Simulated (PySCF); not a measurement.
# The bond of CdC+, level by level

An exercise on one series of results from a longer session: the logs are not shown, and one member is left open.

Program: PySCF 2.14.0. Level of theory: Cd cc-pVDZ-PP with ECP28, C cc-pVDZ, scalar-relativistic core potentials. These are calculated values, not measurements.

The first run:

The job is set up so:

| Property | Result |
| --- | --- |
| atoms | Cd, C |
| charge | 1 |
| basis | Cd cc-pVDZ-PP with ECP28, C cc-pVDZ |
| Hamiltonian | scalar-relativistic core potentials |
| basis functions | 52 |
| electrons treated | 25 |
| masses in u | 113.9034, 12.0000 |
| levels | PBE0, PBE, r²SCAN, TPSS, M06, LDA, HF, MP2, SCS-MP2, CCSD, CCSD(T) |
| grid | 80 radial by 434 angular points |
| occupations | held fixed by the projection of orbital angular momentum |
| dissociation limit | Cd+ + C, each in its ground configuration |
| starting distance in angstrom | 2.210 |
| values of 2S to try | 1, 3 |

Launch:

```console
$ OMP_NUM_THREADS=1 python dia.py task.json out
```

Steps of the session up to this table: Input; The PBE0 curve of the state that the search chose; Higher solutions at PBE0; PBE; r²SCAN; TPSS; M06 (hybrid meta-GGA); LDA; ROHF (mean field); Adding correlation.

One table of the session follows, with a row left open; its other results are not shown here.

Differences from CCSD(T) in the same basis:

| level | Re (mÅ) | ωe (%) |
| --- | --- | --- |
| ROHF | -12 | +16.2 |
| ROHF-MP2 | -70 | +14.8 |
| ROHF-SCS-MP2 | -42 | +10.7 |
| ROHF-CCSD | -11 | +4.1 |
| LDA | ? | ? |
| PBE | -74 | +10.9 |
| TPSS | -66 | +13.5 |
| r²SCAN | -73 | +8.1 |
| PBE0 | -60 | +7.7 |
| M06 | -33 | +3.5 |

Q: Estimate the row for LDA from the others.

As computed: Re (mÅ): -150; ωe (%): +22.8. In the column «Re (mÅ)» it is the lowest.

Hartree–Fock makes the bond too short and too stiff against this reference, as it mostly does. CCSD(T) in a basis this small is itself some way from its limit, more so than the functionals.
